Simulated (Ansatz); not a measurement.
# C3H9FOSi: the cost of one run

Program: Ansatz 0.2.0. Level of theory: RKS PBE/6-31G. These are calculated values, not measurements.

## Step 1: The structure to begin with

Bond lengths: C1–C2 1.559 Å, C2–C3 1.540 Å, C2–Si4 1.852 Å, Si4–O5 1.725 Å, Si4–F6 1.586 Å, C1–H7 1.065 Å, C1–H8 1.117 Å, C1–H9 1.094 Å, C2–H10 1.116 Å, C3–H11 1.112 Å, C3–H12 1.119 Å, C3–H13 1.113 Å, Si4–H14 1.518 Å, O5–H15 0.953 Å. Angles (14 of 25 angles, heavy atoms first): C1–C2–C3 109.9°, C1–C2–Si4 116.1°, C3–C2–Si4 112.1°, C2–Si4–O5 111.6°, C2–Si4–F6 111.4°, O5–Si4–F6 105.0°, C1–C2–H10 105.6°, C3–C2–H10 109.1°, Si4–C2–H10 103.5°, C2–C1–H7 110.8°, C2–C1–H8 106.2°, C2–C1–H9 108.7°, C2–C3–H11 109.3°, C2–C3–H12 109.0°.

As a file:

```xyz
15

C     0.2539   -1.6791   -0.3006
C     0.5454   -0.2187    0.1601
C     0.8968    0.6541   -1.0592
Si   -0.7412    0.5699    1.2336
O    -2.2217    0.8067    0.3811
F    -0.2980    2.0211    1.6953
H     1.0693   -2.0675   -0.8653
H    -0.6341   -1.6214   -0.9753
H    -0.0030   -2.2794    0.5769
H     1.4359   -0.2878    0.8297
H     1.2339    1.6548   -0.7105
H     1.7817    0.2118   -1.5811
H     0.0405    0.7946   -1.7558
H    -1.1095   -0.2674    2.4451
H    -2.2717    1.6575   -0.0447
```

## Step 2: Relaxing end A

Input file input.yaml:

```yaml
crystal:
  periodic: [false, false, false]
  atoms:
    - { symbol: C, position_ang: [0.2539, -1.6791, -0.3006] }
    - { symbol: C, position_ang: [0.5454, -0.2187, 0.1601] }
    - { symbol: C, position_ang: [0.8968, 0.6541, -1.0592] }
    - { symbol: Si, position_ang: [-0.7412, 0.5699, 1.2336] }
    - { symbol: O, position_ang: [-2.2217, 0.8067, 0.3811] }
    - { symbol: F, position_ang: [-0.298, 2.0211, 1.6953] }
    - { symbol: H, position_ang: [1.0693, -2.0675, -0.8653] }
    - { symbol: H, position_ang: [-0.6341, -1.6214, -0.9753] }
    - { symbol: H, position_ang: [-0.003, -2.2794, 0.5769] }
    - { symbol: H, position_ang: [1.4359, -0.2878, 0.8297] }
    - { symbol: H, position_ang: [1.2339, 1.6548, -0.7105] }
    - { symbol: H, position_ang: [1.7817, 0.2118, -1.5811] }
    - { symbol: H, position_ang: [0.0405, 0.7946, -1.7558] }
    - { symbol: H, position_ang: [-1.1095, -0.2674, 2.4451] }
    - { symbol: H, position_ang: [-2.2717, 1.6575, -0.0447] }
basis:
  gaussian: { orbitals: "6-31G" }
hamiltonian:
  xc: pbe
relax:
  f_tol: 0.015
  max_steps: 40
output:
  orbitals: {}
```

Launch:

```
> ansatz run input.yaml --threads 1 --pin off --max-ram 2048MiB --backend cpu --events-out ev --progress --plain --runs-dir out
```

Q: Estimate wall time and peak memory on 1 thread of an Arm CPU, shared host.

About 76 s, with a peak of 0.14 GiB.
